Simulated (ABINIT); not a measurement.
Input of an ABINIT 10.8.3 (patched build) run:

Contents of run.abi:

```
# Pseudopotentials
pp_dirpath "./"
pseudos "Be.hgh, S.hgh"

# Structure
acell 3*1.0 Angstrom
rprim
     3.1575700000     0.0000000000     0.0000000000
     0.0000000000     3.1575700000     0.0000000000
     0.0000000000     0.0000000000     3.9403700000
ntypat 2
znucl 4 16
natom 3
typat 1 1 2
chkprim 0
chksymtnons 0
tolsym 1.0e-6
xred
            0.0            1/2   0.1685400000
            1/2            0.0   0.8314600000
            1/2            1/2            1/2

# Plane-wave basis
ecut 761.918815 eV
ecutsm 0.5

# k points
kptopt 1
ngkpt 6 6 5
nshiftk 1
shiftk 0.0 0.0 0.0

# Exchange and correlation
ixc 1

# Bands and occupations
nband 9
occopt 3
tsmear 0.05 eV

# SCF cycle
nstep 80
tolvrs 1.0e-12

# Output
iomode 3
prteig 0
prtebands 0
prtwf 0
prtden 0

# Relaxation
ionmov 2
optcell 2
ntime 50
tolmxf 2.0e-5
dilatmx 1.08
```

Potentials or basis: HGH LDA.

Run with:

```console
$ abinit run.abi > log 2>&1
```

**Question.** Estimate the relaxed cell.

**Answer.** a = 3.094 Å, b = 3.094 Å, c = 3.817 Å, α = 90.00°, β = 90.00°, γ = 90.00°.

**Question.** Predict the band gap on the k mesh.

**Answer.** None (metal or under the smearing width).

Final structure:
```
CELL_PARAMETERS angstrom
3.09441 0.00000 0.00000
0.00000 3.09441 0.00000
0.00000 0.00000 3.81708
ATOMIC_POSITIONS crystal
Be 0.00000 0.50000 0.16547
Be 0.50000 0.00000 0.83453
S 0.50000 0.50000 0.50000
```

Caveat: HGH potentials are hard and often keep d shells in the core, so these values are rough.
